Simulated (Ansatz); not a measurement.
# CH5BO2, SMILES BC(O)O: a rigid torsion scan

Program: the Python package of Ansatz (0.2.0).

Typed at the interpreter:
```pycon
>>> import ansatz as az
>>> from ase import Atoms
>>> BASIS_SET = 'def2-SVP'
>>> FUNCTIONAL = 'hf'
>>> FMAX = 0.02
>>> atoms = Atoms(['B', 'C', 'O', 'O', 'H', 'H', 'H', 'H', 'H'], positions=[
...     [0.6548, 0.9212, -0.7682],
...     [-0.2214, -0.13, 0.0234],
...     [0.4197, -1.353, -0.0796],
...     [-0.2421, 0.2788, 1.3617],
...     [0.8001, 0.8184, -1.955],
...     [1.0257, 1.942, -0.2343],
...     [-1.2034, -0.1961, -0.4345],
...     [-0.1452, -2.0295, 0.2465],
...     [-0.9997, -0.298, 1.8229],
... ])
>>> # relax first, so that the scan starts from a minimum
>>> first = (
...     az.Crystal.molecule_from_ase(atoms).calculation()
...     .basis(gaussian=BASIS_SET)
...     .functional(FUNCTIONAL)
...     .relax(force_tolerance=FMAX, max_steps=80)
... )
>>> atoms.positions = first.run(threads=1, backend='cpu').report['positions_ang']
>>> start = atoms.get_dihedral(0, 1, 2, 7)
>>> energies = {}
>>> for turn in range(0, 360, 40):
...     turned = atoms.copy()
...     turned.set_dihedral(0, 1, 2, 7, start + turn, indices=[2, 7])
...     job = az.Crystal.molecule_from_ase(turned).calculation()
...     job = job.basis(gaussian=BASIS_SET)
...     job = job.functional(FUNCTIONAL)
...     energies[round((start + turn) % 360)] = job.run(threads=1, backend='cpu').report['free_energy_ev']
...
>>> floor = min(energies.values())
>>> print('dihedral B0-C1-O2-H7 (deg)   E - E(min) (kJ/mol)')
dihedral B0-C1-O2-H7 (deg)   E - E(min) (kJ/mol)
>>> for angle, e in sorted(energies.items()):
...     print(f'{angle:8d} {96.485332 * (e - floor):14.3f}  ' + '#' * int(30 * (e - floor) / max(max(energies.values()) - floor, 1e-9)))
...
       1         25.218  ############################
      41          5.639  ######
      81          0.000
     121          9.519  ##########
     161          9.334  ##########
     201          5.148  #####
     241          8.851  ##########
     281         16.208  ##################
     321         26.370  ##############################
```

The scan is rigid and the energies are electronic, in a modest basis. With rigid groups the curve can differ much from the relaxed path, the start wasn't checked as a minimum of this torsion, and equivalent turns needn't return to the same energy. Timing: 23 s on 1 thread of Intel(R) Xeon(R) Platinum 8488C (Sapphire Rapids) (shared host), peak memory 0.22 GiB.
